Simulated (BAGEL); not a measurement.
# UHF/6-31G(d) (density fitting with qzvpp-jkfit, spherical functions) run of C4H4F (SMILES C=C1C[C]1F)

What is the electronic atomisation energy of C4H4F at UHF/6-31G* (density fitting with qzvpp-jkfit, spherical functions)? 

Program for the calculation: BAGEL 1.2.2.

20 further runs of the same task are left out: 20 set aside as unsound or not needed.

**1. The molecule**

C4H4F has 9 atoms, charge 0, and is taken as a doublet. As SMILES, `C=C1C[C]1F`. The coordinates come from a GFN2-xTB relaxation.

Bond lengths: C1–C2 1.340 Å, C2–C3 1.521 Å, C2–C4 1.356 Å, C3–C4 1.469 Å, C4–F5 1.325 Å, C1–H6 1.076 Å, C1–H7 1.075 Å, C3–H8 1.086 Å, C3–H9 1.087 Å. Some angles: C1–C2–C3 146.1°, C1–C2–C4 152.7°, C3–C2–C4 61.1°, C2–C3–C4 53.9°, C2–C4–C3 65.0°, C2–C4–F5 147.5°, C3–C4–F5 141.7°, C2–C1–H6 121.0°, C2–C1–H7 121.0°, C2–C3–H8 119.5°.

**2. The energy at UHF/6-31G(d) (density fitting with qzvpp-jkfit, spherical functions)**

Contents of input.json:

```json
{ "bagel": [

{
  "title": "molecule",
  "basis": "6-31gs.json",
  "df_basis": "qzvpp-jkfit",
  "angstrom": true,
  "geometry": [
    { "atom": "C", "xyz": [      -1.476440,       0.509640,      -0.386210 ] },
    { "atom": "C", "xyz": [      -0.214720,       0.109230,      -0.178030 ] },
    { "atom": "C", "xyz": [       0.758040,      -0.547440,       0.790200 ] },
    { "atom": "C", "xyz": [       1.062650,      -0.105950,      -0.577610 ] },
    { "atom": "F", "xyz": [       2.072390,       0.275080,      -1.346890 ] },
    { "atom": "H", "xyz": [      -1.775050,       0.934810,      -1.328120 ] },
    { "atom": "H", "xyz": [      -2.220320,       0.417720,       0.384090 ] },
    { "atom": "H", "xyz": [       0.670650,      -1.609710,       0.997590 ] },
    { "atom": "H", "xyz": [       1.122800,       0.016600,       1.644980 ] }
  ]
},

{
  "title": "uhf",
  "nopen": 1
},

{
  "title": "print",
  "file": "orbitals.molden",
  "orbitals": true
}

]}
```

The basis set 6-31G* is read from a file made from the Basis Set Exchange's data (not shown).

Run with:

```
BAGEL_NUM_THREADS=1 BAGEL input.json > input.out
```

The program printed:

```text
* using 1 threads per process

  ===============================================================
  ===============================================================

  *** Geometry ***

  { "atom" : "C", "xyz" : [     -2.790067,      0.963080,     -0.729831 ] },
  { "atom" : "C", "xyz" : [     -0.405762,      0.206415,     -0.336428 ] },
  { "atom" : "C", "xyz" : [      1.432488,     -1.034512,      1.493262 ] },
  { "atom" : "C", "xyz" : [      2.008117,     -0.200216,     -1.091525 ] },
  { "atom" : "F", "xyz" : [      3.916250,      0.519826,     -2.545253 ] },
  { "atom" : "H", "xyz" : [     -3.354358,      1.766535,     -2.509783 ] },
  { "atom" : "H", "xyz" : [     -4.195797,      0.789376,      0.725825 ] },
  { "atom" : "H", "xyz" : [      1.267345,     -3.041911,      1.885172 ] },
  { "atom" : "H", "xyz" : [      2.121784,      0.031369,      3.108562 ] },

  Number of auxiliary basis functions:      449

  Since a DF basis is specified, we compute 2- and 3-index integrals:
    o Being stored without compression. Storage requirement is 0.022 GB

  Number of basis functions:       78
  Number of electrons      :       37

    * METHOD: MOLECULE                             0.21

  *** Open-shell HF ***

  === Nuclear Repulsion ===
   151.7111462151

      * DIIS with orbital gradients will be used.

  === UHF iteration (6-31gs.json) ===
      0       -252.92841600          0.03294249           0.10
      1       -253.04907800          0.01809542           0.10
      2       -253.07648272          0.01076507           0.10
      3       -253.09017495          0.00159185           0.10
      4       -253.09355307          0.00067347           0.10
      5       -253.09488705          0.00042239           0.10
      6       -253.09601760          0.00020611           0.10
      7       -253.09629673          0.00009921           0.10
      8       -253.09633579          0.00005525           0.10
      9       -253.09634876          0.00002619           0.10
     10       -253.09635074          0.00001311           0.10
     11       -253.09635122          0.00000614           0.10
     12       -253.09635135          0.00000300           0.10
     13       -253.09635139          0.00000140           0.10
     14       -253.09635140          0.00000077           0.10
     15       -253.09635140          0.00000044           0.10
     16       -253.09635140          0.00000025           0.10
     17       -253.09635140          0.00000014           0.10
     18       -253.09635140          0.00000007           0.10
     19       -253.09635140          0.00000004           0.10
     20       -253.09635140          0.00000002           0.10
     21       -253.09635140          0.00000001           0.10
     22       -253.09635140          0.00000001           0.10
    * SCF iteration converged.

    * S^2 (UHF) is 0.9496

    * Permanent dipole moment:
           (    0.482059,     0.047998,    -0.349701) a.u.

    * METHOD: UHF                                  2.44

    * METHOD: PRINT                                0.02

  ===============================================================
```

It took 2.8 s on 1 thread of Arm Neoverse V1, shared host; peak memory 0.1 GiB.

**3. The C atom, same level**

Contents of job.json:

```json
{ "bagel": [

{
  "title": "molecule",
  "basis": "6-31gs.json",
  "df_basis": "qzvpp-jkfit",
  "angstrom": true,
  "geometry": [
    { "atom": "C", "xyz": [    0.000000,    0.000000,    0.000000 ] }
  ]
},
{
  "title": "uhf",
  "nopen": 2
},
{
  "title": "print",
  "file": "orbitals.molden",
  "orbitals": true
}

]}
```

The basis set 6-31G* is read from a file made from the Basis Set Exchange's data (not shown).

Run the same way, it converges to -37.68057 Eh (log not shown).

**4. The F atom**

Contents of calc.json:

```json
{ "bagel" : [

{
  "title" : "molecule",
  "basis" : "6-31gs.json",
  "df_basis" : "qzvpp-jkfit",
  "angstrom" : true,
  "geometry" : [
    { "atom" : "F", "xyz" : [       0.000000,       0.000000,       0.000000 ] }
  ]
},

{ "title" : "uhf", "nopen" : 1 },

{ "title" : "print", "file" : "orbitals.molden", "orbitals" : true }

]}
```

The basis set 6-31G* is read from a file made from the Basis Set Exchange's data (not shown).

Run the same way, it converges to -99.36340 Eh (log not shown).

**5. The H atom, same level**

Contents of hf.json:

```json
{ "bagel" : [

{
  "title" : "molecule",
  "basis" : "6-31gs.json",
  "df_basis" : "qzvpp-jkfit",
  "angstrom" : true,
  "geometry" : [
    { "atom" : "H", "xyz" : [    0.000000,    0.000000,    0.000000 ] }
  ]
},
{ "title" : "uhf", "charge" : 0, "nopen" : 1 },
{ "title" : "print", "file" : "orbitals.molden", "orbitals" : true }

]}
```

The basis set 6-31G* is read from a file made from the Basis Set Exchange's data (not shown).

Run with:

```
BAGEL_NUM_THREADS=1 BAGEL hf.json > hf.out
```

The program printed:

```text
* using 1 threads per process

  ===============================================================
  ===============================================================

  *** Geometry ***

  { "atom" : "H", "xyz" : [      0.000000,      0.000000,      0.000000 ] },

  Number of auxiliary basis functions:       18

  Since a DF basis is specified, we compute 2- and 3-index integrals:
    o Being stored without compression. Storage requirement is 0.000 GB

  Number of basis functions:        2
  Number of electrons      :        1

    * METHOD: MOLECULE                             0.01

  *** Open-shell HF ***

  === Nuclear Repulsion ===
     0.0000000000

      * DIIS with orbital gradients will be used.

  === UHF iteration (6-31gs.json) ===
      0         -0.49072816          0.08996690           0.00
      1         -0.49744587          0.02923745           0.00
      2         -0.49815036          0.00947238           0.00
      3         -0.49823291          0.00000000           0.00
    * SCF iteration converged.

    * S^2 (UHF) is 0.7500

    * Permanent dipole moment:
           (    0.000000,     0.000000,     0.000000) a.u.

    * METHOD: UHF                                  0.01

    * METHOD: PRINT                                0.00

  ===============================================================
```

It took 0.14 s on 1 thread of Arm Neoverse V1, shared host.

**6. Summary of results**

At UHF/6-31G* (density fitting with qzvpp-jkfit, spherical functions):

| quantity | value |
| --- | --- |
| molecule: total energy | -253.09635 Eh |
| molecule: dipole moment | 1.52 D |
| molecule: ⟨S²⟩ | 0.950 |
| C atom: total energy | -37.68057 Eh |
| C atom: dipole moment | 0.00 D |
| C atom: ⟨S²⟩ | 2.005 |
| F atom: total energy | -99.36340 Eh |
| F atom: dipole moment | 0.00 D |
| F atom: ⟨S²⟩ | 0.753 |
| H atom: total energy | -0.49823 Eh |
| H atom: dipole moment | 0.00 D |
| H atom: ⟨S²⟩ | 0.750 |
| electronic atomisation energy | 27.694 eV |

Taking the molecule apart into free atoms costs 27.69 eV (639 kcal/mol), before zero-point energy and without spin-orbit coupling. Hartree–Fock lacks the correlation of the bonding pairs, which as a rule makes this value much too low; in minimal bases other errors can mask that. ⟨S²⟩ (molecule) is 0.95 where a pure doublet has 0.75: the reference is spin-contaminated.
